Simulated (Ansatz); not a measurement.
# Hf2SnC: the cost of one run

Method: DFT PBEsol, scalar-relativistic, plane waves, PAW, in Ansatz 0.2.0.

## 1. The system as given

It takes space group P6_3/mmc (No. 194, hexagonal). The conventional cell has a = 3.306 Å, b = 3.306 Å, c = 14.332 Å, α = 90.00°, β = 90.00°, γ = 120.00°. Hf (site symmetry 3m) is surrounded by 3 C at 2.26 Å. Sn (site symmetry -6m2) has 6 Hf at 3.04 Å and 6 Sn at 3.31 Å as nearest neighbours. Around C (site symmetry -3m) lie 6 Hf at 2.26 Å.

Structure file:

```xyz
8
Lattice="3.3062 0.0000 0.0000 -1.6531 2.8633 0.0000 0.0000 0.0000 14.3322" Properties=species:S:1:pos:R:3 pbc="T T T"
Hf    0.0000    1.9088    1.2189
Hf    1.6531    0.9544    8.3850
Hf    1.6531    0.9544   13.1133
Hf    0.0000    1.9088    5.9472
Sn    0.0000    1.9088   10.7492
Sn    1.6531    0.9544    3.5831
C     0.0000    0.0000    0.0000
C     0.0000    0.0000    7.1661
```

It goes back to an entry of the Materials Project, which need not be the stable form.

This cell was relaxed beforehand with the same method: volume 16.96 Å³/atom, gap on the mesh none (metal).

## 2. The cell scaled to 0.97 of its volume

File input.yaml:

```yaml
crystal:
  lattice:
    - [3.2727989189, 0.0, 0.0]
    - [-1.6363994595, 2.8343270053, 0.0]
    - [0.0, 0.0, 14.1874249452]
  atoms:
    - { symbol: Hf, position: [0.3333333333, 0.6666666667, 0.0850478661] }
    - { symbol: Hf, position: [0.6666666667, 0.3333333333, 0.5850478661] }
    - { symbol: Hf, position: [0.6666666667, 0.3333333333, 0.9149521339] }
    - { symbol: Hf, position: [0.3333333333, 0.6666666667, 0.4149521339] }
    - { symbol: Sn, position: [0.3333333333, 0.6666666667, 0.75] }
    - { symbol: Sn, position: [0.6666666667, 0.3333333333, 0.25] }
    - { symbol: C, position: [0.0, 0.0, 0.0] }
    - { symbol: C, position: [0.0, 0.0, 0.5] }
basis:
  ecutwfc: 420
kpoints:
  mp_grid: { grid: [12, 12, 4] }
hamiltonian:
  xc: pbesol
scf:
  occupations: { method: gaussian, width: 0.1 }
output:
  forces: true
  stress: true
  eigenvalues: true
relax:
  adjacent_minimum: "off"
  f_tol: 0.01
  max_steps: 30
  cell: { stress_tol: 0.1, fix: [volume] }
```

Command:

```bash
$ ansatz run input.yaml --threads 2 --pin off --max-ram 5120MiB --backend cpu --events-out ev --progress --plain --runs-dir out
```

**Question.** How long does this run take on 2 threads of Intel Xeon at 2.50GHz (Skylake/Cascade Lake), shared host, and how much memory does it need?

About 3.8 min, with a peak of 0.82 GiB.
